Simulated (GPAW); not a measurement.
Crystal: CaSi2Sb2.

```
Ca Si Sb
1.0
     4.99739    0.00000    0.00000
    -2.49870    4.32787    0.00000
     0.00000    0.00000    5.86169
Ca Si Sb
1 2 2
Direct
  0.00000 0.00000 0.00000
  0.33333 0.66667 0.25648
  0.66667 0.33333 0.74352
  0.33333 0.66667 0.72240
  0.66667 0.33333 0.27760
```

The cell was built by a generator and needn't be a form met in nature.

Base run:

| Quantity | Value |
| --- | --- |
| Program | GPAW 26.7.0 |
| Functional | PBEsol |
| Potentials or basis | PAW data sets generated in the run's folder for this functional |
| Cutoff | 600 eV |
| Basis | pw |
| k mesh | 5 × 5 × 4 |
| Occupations | fermi-dirac, width 0.05 eV |
| Spin | no spin polarisation |

Its results: pressure -2.3 GPa; largest force 0.131 eV/Å.

The run is repeated on the same cell with these changes: functional from PBEsol to PBE; potentials or basis from PAW data sets generated in the run's folder for this functional to GPAW PAW data sets (gpaw-data 1.2.1). What comes out?

Pressure -0.1 GPa; largest force 0.114 eV/Å.

Not every run made on this cell is shown here.
